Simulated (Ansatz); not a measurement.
# NbCl5: the cost of one run

Computed with Ansatz 0.2.0 (DFT PBE, scalar-relativistic, plane waves, PAW, unless a step's input says otherwise).

## (1) The structure to begin with

Bond lengths: Nb1–Cl2 2.253 Å, Nb1–Cl3 2.278 Å, Nb1–Cl4 2.272 Å, Nb1–Cl5 2.297 Å, Nb1–Cl6 2.284 Å. Angles: Cl2–Nb1–Cl3 119.6°, Cl2–Nb1–Cl4 121.0°, Cl2–Nb1–Cl5 90.9°, Cl2–Nb1–Cl6 90.2°, Cl3–Nb1–Cl4 119.3°, Cl3–Nb1–Cl5 89.5°, Cl3–Nb1–Cl6 89.8°, Cl4–Nb1–Cl5 90.2°, Cl4–Nb1–Cl6 89.4°, Cl5–Nb1–Cl6 178.8°.

Coordinates:

```xyz
6

Nb    6.6587    7.4537    7.7835
Cl    8.9118    7.4685    7.7658
Cl    5.5199    9.4267    7.7920
Cl    5.5000    5.5000    7.7682
Cl    6.6393    7.4560   10.0801
Cl    6.6315    7.4581    5.5000
```

## (2) Relaxation

input.yaml reads:

```yaml
crystal:
  lattice:
    - [14.4117640175, 0.0, 0.0]
    - [0.0, 14.9267268516, 0.0]
    - [0.0, 0.0, 15.5801162786]
  atoms:
    - { symbol: Nb, position: [0.4620348452, 0.4993553798, 0.4995788688] }
    - { symbol: Cl, position: [0.6183673287, 0.50034499, 0.4984406444] }
    - { symbol: Cl, position: [0.3830163896, 0.6315334196, 0.5001226458] }
    - { symbol: Cl, position: [0.3816326713, 0.3684665804, 0.4985955842] }
    - { symbol: Cl, position: [0.4606840303, 0.4995079264, 0.6469859466] }
    - { symbol: Cl, position: [0.4601445585, 0.499649703, 0.3530140534] }
  symmetry: { detect: false }
basis:
  ecutwfc: 420
kpoints:
  mp_grid: { grid: [1, 1, 1] }
hamiltonian:
  xc: pbe
scf:
  occupations: { method: gaussian, width: 0.005 }
output:
  forces: true
  eigenvalues: true
relax:
  adjacent_minimum: "off"
  f_tol: 0.01
  max_steps: 120
```

Started as:

```sh
$ ansatz run input.yaml --threads 4 --pin off --max-ram 11264MiB --backend cpu --events-out ev --progress --plain --runs-dir out
```

What time and memory should one allow on 4 threads of Arm Neoverse V1, shared host?

About 16 s, with a peak of 1.5 GiB.
